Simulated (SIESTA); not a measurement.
## GeCN2 under changes of volume

One of the cells (13.990 Å³/atom); the others are scaled copies at fixed shape and fractional positions:

```
Ge N C
1.0
     1.80567    1.04250    4.95455
    -1.80567    1.04250    4.95455
     0.00000   -2.08501    4.95455
Ge N C
1 2 1
Cartesian
  0.0000 0.0000 0.0000
  0.0000 0.0000 8.6790
  0.0000 0.0000 6.1847
  0.0000 0.0000 7.4318
```

The cell comes from a database or a generator and needn't be the stable form of this composition.

* Program: SIESTA 5.4.2
* Functional: PBE
* Potentials or basis: PseudoDojo 0.4 standard (PBE files)
* Basis: DZP (energy shift 0.003 Ry; two zetas on semicore shells)
* Grid cutoff: 800 Ry
* Energy shift: 0.003 Ry
* k mesh: 9 × 9 × 9
* Occupations: fermi-dirac, width 0.05 eV
* Spin: no spin polarisation

```tsv
volume (Å³/atom)	energy over the lowest point (meV/atom)	pressure (GPa)	gap on the mesh (eV)	largest force (eV/Å)
12.893	?	?	?	?
13.167	31.98	10.7	1.07	3.075
13.441	16.49	7.5	1.11	2.384
13.990	0.93	1.8	1.19	1.136
14.264	0.00	-0.6	1.23	0.571
14.538	2.93	-2.8	1.26	0.041
```

Problem. What does the run at 12.893 Å³/atom give?

Solution. Energy over the lowest point 53.37 meV/atom; pressure 14.3 GPa; gap on the mesh 1.02 eV; largest force 3.818 eV/Å.

Worked out: A Birch-Murnaghan fit of order 3 (a polynomial in V^(-2/3)) to the other rows has its minimum at 14.19 Å³/atom with B0 = V·E''(V) = 122 GPa and B' = 4.2 at fixed shape and positions, which overstates the stiffness. It gives 53.40 meV/atom at 12.893 Å³/atom, against the run's 53.37, and -dE/dV = 14.4 GPa, against 14.3. A straight line through the other rows of the gap, of slope 1.95 eV per unit of ln V, extrapolates to 1.03 eV, against the run's 1.02.

Energies are extrapolated to zero smearing.

Caveats: an odd mesh through Γ misses points on the zone boundary, where band edges often lie; the basis of atomic orbitals isn't converged, which shifts pressures, moduli and gaps; forces of over 1 eV/Å show positions far from the minimum, so gaps and moduli don't describe the material at rest (some runs). Spin-orbit coupling on Ge is left out.
